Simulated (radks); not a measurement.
**Valence configurations of Pt**

An exercise on one series of results from a longer session: the logs are not shown, and one member is left open.

The numbers are computed with radks (a radial shooting solver on a logarithmic mesh, Libxc functionals) version 1 (scalar-relativistic Kohn-Sham, PBE, spin-polarised, spherical densities, finite nucleus; open shells are filled with parallel spins first), except any that are marked as measured or tabulated.

### Starting point

```
element            : platinum (Z = 78)
charge             : 0
electrons          : 78
configuration      : [Xe] 4f14 5d9 6s1
nuclear rms radius : 5.427 fm
others tried       : 4f14 5d7 6s1 6p2; 4f13 5d9 6s1 6p1; 4f14 5d9 6s0.5 6p0.5; 4f14 5d8.5 6s1.5; 4f14 5d8 6s1 6p1; 4f13.5 5d7 6s1.5 6p2; 4f14 5d8 6s2; 4f13 5d10 6s1; 4f13.5 5d9 6s1 6p0.5
```

Outer shells as boxes (Hund's rule):

Pt
```
[Xe] core
4f [↑↓][↑↓][↑↓][↑↓][↑↓][↑↓][↑↓]
5d [↑↓][↑↓][↑↓][↑↓][↑ ]
6s [↑ ]
```

The first run:

Settings of this run:

```text
Z 78
configuration [Xe] 4f14 5d9 6s1
relativity scalar-relativistic
functional pbe,pbe
spin polarised
nucleus finite rms 5.427 fm
c 137.035999084
```

Among the steps run: [Xe] 4f14 5d9 6s1.

One table of the session follows, with a row left open; its other results are not shown here.

It belongs to the step «[Xe] 4f14 5d9 6s1». Radial moments (bohr):

| level | <r> | outermost maximum (interpolated) | 90 % within | nodes |
| --- | --- | --- | --- | --- |
| 4f up | 0.5164 | 0.385 | 0.834 | 0 |
| 4f down | 0.5159 | 0.385 | 0.833 | 0 |
| 5p up | 1.106 | 0.978 | 1.61 | 3 |
| 5p down | ? | ? | ? | ? |
| 5d up | 1.703 | 1.27 | 2.72 | 2 |
| 6s up | 2.903 | 2.38 | 4.37 | 5 |
| 5d down | 1.695 | 1.26 | 2.71 | 2 |
| 6s down | 2.967 | 2.39 | 4.50 | 5 |

Estimate the missing values for 5p down.

**Answer.** <r>: 1.103; outermost maximum (interpolated): 0.977; 90 % within: 1.60; nodes: 3. In the column «<r>» it lies between 4f up (0.5164) and 5p up (1.106).
